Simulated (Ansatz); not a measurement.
# HfN: the cost of one run

Program: Ansatz 0.2.0 through its Python package. The levels of theory stand in the script. These are calculated values, not measurements.

### Step 1. The structure

The structure is hexagonal, space group P6_3/mmc (No. 194). The conventional cell has a = 3.134 Å, b = 3.134 Å, c = 5.417 Å, α = 90.00°, β = 90.00°, γ = 120.00°. Hf (site symmetry -6m2) has 6 N at 2.26 Å as nearest neighbours. N (site symmetry -3m) is surrounded by 6 Hf at 2.26 Å.

The script holds or builds the structure itself.

### Step 2. Script

File run_lattice.py:

```python
'''How the lattice of HfN depends on the functional.'''

import warnings

import ansatz as az
import numpy as np

def edges_and_angles(cell):
    cell = np.asarray(cell)
    a, b, c = np.linalg.norm(cell, axis=1)
    cosines = cell[1] @ cell[2] / (b * c), cell[0] @ cell[2] / (a * c), cell[0] @ cell[1] / (a * b)
    return (a, b, c, *np.degrees(np.arccos(cosines)))

warnings.simplefilter('ignore', az.DeckWarning)

hfn = (
    az.Lattice.from_parameters(3.133908, 3.133908, 5.416768, alpha=90.0, beta=90.0, gamma=120.0)
    .atom('Hf', (2 / 3, 1 / 3, 0.75))
    .atom('Hf', (1 / 3, 2 / 3, 0.25))
    .atom('N', (0.0, 0.0, 0.0))
    .atom('N', (0.0, 0.0, 0.5))
)

model = hfn.calculation()
model = model.basis(420).kpoints(9, 9, 5)
model = model.occupations(az.OccupationsMethod.COLD, width=0.05).relax(cell=True, force_tolerance=0.02)

levels = [('blyp', 'd3bj'), ('pbesol', 'd3bj'), ('lda', 'none')]
print('level            a       b       c    alpha   beta  gamma  V/atom  steps')
for name, dispersion in levels:
    seen = []
    run = model.functional(name, dispersion=dispersion).session().plan()
    done = run.execute(on_event=lambda e: seen.append(e) if e['event'] == 'relax_step' else None)
    cell = done.lattice.cell_ang
    label = name if dispersion == 'none' else f'{name}+{dispersion}'
    print('{:13s} {:7.4f} {:7.4f} {:7.4f} {:6.2f} {:6.2f} {:6.2f}'.format(label, *edges_and_angles(cell)), f'{abs(np.linalg.det(cell)) / len(done.lattice.sites):7.3f} {len(seen):5d}')
```

### Step 3. The calls as engine input

The package turns the script's settings into the engine's input (first run):

```yaml
crystal:
  lattice:
    a: 3.133908
    b: 3.133908
    c: 5.416768
    alpha: 90.0
    beta: 90.0
    gamma: 120.0
  atoms:
    - { symbol: Hf, position: [0.6666666666666666, 0.3333333333333333, 0.75] }
    - { symbol: Hf, position: [0.3333333333333333, 0.6666666666666666, 0.25] }
    - { symbol: "N", position: [0.0, 0.0, 0.0] }
    - { symbol: "N", position: [0.0, 0.0, 0.5] }
basis:
  ecutwfc: 420.0
kpoints:
  mp_grid:
    grid: [9, 9, 5]
hamiltonian:
  xc: blyp
  dispersion: d3bj
scf:
  occupations:
    method: cold
    width: 0.05
relax:
  f_tol: 0.02
  cell: {}
```

### Step 4. Running it

The run is started by

```console
$ python run_lattice.py
```

Q: Estimate wall time and peak memory on 1 thread of Arm Neoverse N1, shared host.

About 1.9 min, with a peak of 0.46 GiB.
